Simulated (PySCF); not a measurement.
# BrSe₂: structure of the quartet

The task is one start of a wider search on BrSe₂: the quartet, from a end-on start. It is relaxed, tested by its Hessian and followed downhill if it is a saddle.

The runs use PySCF 2.14.0; PBE0, basis Br def2-SVP, Se def2-SVP, no relativity, density fitting.

## (1) The starting structure

3 atoms, charge 0, spin multiplicity 4.

Bond lengths: Br1–Se2 2.369 Å, Se2–Se3 2.348 Å. Angles: Br1–Se2–Se3 119.9°.

```xyz
3
charge 0 multiplicity 4
Br    0.0000    0.0000    0.0000
Se    0.0000    0.0000    2.3690
Se    2.0358    0.0000    3.5390
```

## (2) Finding the electronic state

The steps below are one call of a driver around PySCF. For each, scf.py gives the equivalent set-up of the SCF; relaxations use the driver's own optimiser. After this first run the driver tries any further starts and a stability analysis.

The input, scf.py:

```python
from pyscf import gto, scf, dft
mol = gto.M(atom='''
Br     0.000000     0.000000     0.000000
Se     0.000000     0.000000     2.369000
Se     2.035800     0.000000     3.539000''',
    basis={'Br': 'def2-SVP', 'Se': 'def2-SVP'},
    charge=0, spin=3)
mf = dft.UKS(mol, xc='PBE0')
mf.grids.atom_grid = (50, 194)
aux = {'Br': 'def2-universal-JKFIT', 'Se': 'def2-universal-JKFIT'}
mf = mf.density_fit(auxbasis=aux)
mf.conv_tol = 1e-08
mf.diis_space = 10
mf.max_cycle = 60
mf.init_guess = 'minao'
mf.verbose = 4
mf.kernel()
```

Started as:

```
OMP_NUM_THREADS=2 python axn.py task.json out
```

Log:

```text
init E= -7372.77644530676
[... the frontier-level lines of each cycle are left out ...]
cycle= 1 E= -7375.41892457719  delta_E= -2.64  |g|= 0.176  |ddm|= 1.92
cycle= 2 E= -7375.36773367834  delta_E= 0.0512  |g|= 0.308  |ddm|= 0.795
cycle= 3 E= -7375.43539523763  delta_E= -0.0677  |g|= 0.0686  |ddm|= 0.639
cycle= 4 E= -7375.43794233419  delta_E= -0.00255  |g|= 0.0264  |ddm|= 0.137
cycle= 5 E= -7375.43832295006  delta_E= -0.000381  |g|= 0.0164  |ddm|= 0.0593
cycle= 6 E= -7375.43853190043  delta_E= -0.000209  |g|= 0.00231  |ddm|= 0.0291
cycle= 7 E= -7375.43855765713  delta_E= -2.58e-05  |g|= 0.00111  |ddm|= 0.0161
cycle= 8 E= -7375.43856344832  delta_E= -5.79e-06  |g|= 0.000471  |ddm|= 0.00843
cycle= 9 E= -7375.43856439858  delta_E= -9.5e-07  |g|= 0.000142  |ddm|= 0.00392
cycle= 10 E= -7375.43856447217  delta_E= -7.36e-08  |g|= 5.57e-05  |ddm|= 0.000973
cycle= 11 E= -7375.43856448272  delta_E= -1.05e-08  |g|= 2.87e-05  |ddm|= 0.000402
cycle= 12 E= -7375.43856448392  delta_E= -1.2e-09  |g|= 6.56e-06  |ddm|= 0.000101
Extra cycle  E= -7375.43856448397  delta_E= -4.55e-11  |g|= 7.39e-06  |ddm|= 2.85e-05
converged SCF energy = -7375.43856448397  <S^2> = 3.7581233  2S+1 = 4.0040596
```

This step, with its further starts and checks, took 26 s on 2 threads of Arm Neoverse V2, shared host.

The starts that the driver tried:

```tsv
start	energy (Eh)
the minimal-basis guess	-7375.438564
a thermally smeared density	-7375.438564
a smeared PBE density	-7375.438564
```

The test of internal stability and the other starts found no lower solution of this spin.

## (3) Relaxation: end-on start, quartet

The program finds Cs symmetry in the start, which this walk keeps. The walk stops when the largest gradient is under 0.0003 Eh/bohr and the energy has settled too.

scf.py, as its differences from that of step 2:

```diff
@@ -3,3 +3,3 @@
-Br     0.000000     0.000000     0.000000
-Se     0.000000     0.000000     2.369000
-Se     2.035800     0.000000     3.539000''',
+Br    -0.681437     0.000000    -1.977567
+Se    -0.681437     0.000000     0.391433
+Se     1.354363     0.000000     1.561433''',
@@ -15 +14,0 @@
-mf.init_guess = 'minao'
```

Steps of the walk:

```tsv
step	energy (Eh)	change (kJ/mol)	largest symmetric gradient (Eh/bohr)
0	-7375.438564	0.00	0.03773
1	-7375.446865	-21.79	0.01718
2	-7375.452782	-37.33	0.01460
3	-7375.456858	-48.03	0.01144
4	-7375.458247	-51.68	0.01798
5	-7375.459517	-55.01	0.00204
6	-7375.459768	-55.67	0.00305
7	-7375.459857	-55.90	0.00198
8	-7375.459884	-55.98	0.00110
9	-7375.459908	-56.04	0.00137
10	-7375.459994	-56.26	0.00238
11	-7375.460388	-57.30	0.00146
12	-7375.460582	-57.81	0.00302
13	-7375.460707	-58.14	0.00273
14	-7375.460741	-58.23	0.00202
15	-7375.460755	-58.26	0.00101
16	-7375.460770	-58.30	0.00017
17	-7375.460771	-58.30	0.00006
```

The walk took 1.9 min.

Geometry (Å) and forces (eV/Å) at some steps:

```
step 0
Br  -0.681   0.000  -1.978  -0.407   0.000  -1.938
Se  -0.681   0.000   0.391   0.190   0.000   1.351
Se   1.354   0.000   1.561   0.218   0.000   0.587
step 1
Br  -0.755   0.000  -2.077  -0.313   0.000  -0.882
Se  -0.625   0.000   0.396   0.639   0.000   0.768
Se   1.371   0.000   1.656  -0.326   0.000   0.114
step 9
Br  -1.179   0.000  -2.494   0.005   0.000   0.059
Se  -0.086   0.000   0.378   0.009   0.000  -0.071
Se   1.256   0.000   2.091  -0.014   0.000   0.012
step 17
Br  -1.190   0.000  -2.295   0.009   0.000  -0.005
Se   0.077   0.000   0.171   0.000   0.000   0.004
Se   1.105   0.000   2.100  -0.010   0.000   0.002
```

After 17 steps and 58.3 kJ/mol it ends at C∞v: Br–Se 2.773 Å, Se–Se 2.185 Å; Br–Se–Se 179.1°.

## (4) Is it a minimum? Harmonic modes

On the finer grid the gradient is checked again; gradients at displacements of ±0.02 bohr then give force constants and infrared intensities.

scf.py, as its differences from that of step 3:

```diff
@@ -3,3 +3,3 @@
-Br    -0.681437     0.000000    -1.977567
-Se    -0.681437     0.000000     0.391433
-Se     1.354363     0.000000     1.561433''',
+Br    -1.197213     0.000000    -2.294280
+Se     0.085581     0.000000     0.164004
+Se     1.096678     0.000000     2.101621''',
@@ -9 +9 @@
-mf.grids.atom_grid = (50, 194)
+mf.grids.atom_grid = (75, 302)
@@ -12 +12 @@
-mf.conv_tol = 1e-08
+mf.conv_tol = 1e-10
```

This SCF starts from the last density.

SCF at the final geometry:

```text
init E= -7375.46087907279
[... the frontier-level lines of each cycle are left out ...]
cycle= 1 E= -7375.46087907207  delta_E= 7.22e-10  |g|= 3.55e-05  |ddm|= 6.3e-05
cycle= 2 E= -7375.46087906756  delta_E= 4.52e-09  |g|= 8.93e-05  |ddm|= 0.000158
cycle= 3 E= -7375.46087907292  delta_E= -5.37e-09  |g|= 7.64e-07  |ddm|= 0.000113
cycle= 4 E= -7375.46087907295  delta_E= -2.36e-11  |g|= 9.31e-08  |ddm|= 1.03e-06
Extra cycle  E= -7375.46087907294  delta_E= 7.28e-12  |g|= 6.75e-08  |ddm|= 4.27e-07
converged SCF energy = -7375.46087907294  <S^2> = 3.7600072  2S+1 = 4.0050005
```

The whole step took 64 s.

Geometry: C∞v; Br–Se 2.773 Å, Se–Se 2.186 Å; Br–Se–Se 180.0°.

Harmonic modes (main isotopes):

```csv
symmetry,ω (cm⁻¹),IR (km/mol),μ (u)
π,46,0.0,79.78
σ+,64,0.2,79.25
σ+,368,0.1,79.92
```

Every mode is real; the point is a minimum.

Properties at this point:

- Dipole moment: 1.40 D
- Highest occupied level: -7.14 eV
- Lowest empty level: -5.61 eV
- Rotational constants: 0.0172 cm⁻¹
- Zero-point energy: 3.1 kJ/mol
- Principal polarisabilities: 34.0, 34.0, 147.7 bohr³
- Atomisation energy without zero-point energy: 367 kJ/mol
- Principal traceless quadrupole moments about the centre of mass: -2.45, -2.45, 4.91 D Å
- Entropy at 298.15 K and 1 bar (electronic part: spin only): 339.4 J/(mol K)
- Heat capacity Cp at 298.15 K: 60.3 J/(mol K)
- Enthalpy at 298.15 K above 0 K: 16.11 kJ/mol
- Rotational symmetry number: 1
- Spin squared ⟨S²⟩: 3.760

Charges (e) and bond orders:

| atom | Mulliken | Löwdin | polar tensor | spin (Mulliken) | Mayer order to Br1 |
| --- | --- | --- | --- | --- | --- |
| Br1 | -0.09 | -0.08 | 0.00 | 0.81 | – |
| Se2 | 0.05 | 0.05 | -0.06 | 1.03 | 0.34 |
| Se3 | 0.04 | 0.03 | 0.05 | 1.16 | 0.14 |

Mulliken populations on Br1: s 7.99, p 17.08, d 10.01.

## (5) Outcome

```
                                          quantity                                          value
                                           minimum                                   quartet, C∞v
                                          geometry  Br–Se 2.773 Å, Se–Se 2.186 Å; Br–Se–Se 180.0°
                                wavenumbers (cm⁻¹)                      46 (π), 64 (σ+), 368 (σ+)
                                     dipole moment                                         1.40 D
highest occupied, lowest empty level (either spin)                                -7.14, -5.61 eV
                        polar-tensor charge of Br1                                        +0.00 e
                                 zero-point energy                                     3.1 kJ/mol
                               entropy at 298.15 K                                339.4 J/(mol K)
         atomisation energy (no zero-point energy)                                     367 kJ/mol
                                              ⟨S²⟩                                          3.760
```

**Reading.** From Cs at the start the molecule goes to a C∞v minimum. Only this shape and spin were tried, so other structures or states may lie lower.

The search up to here took 3.4 min.
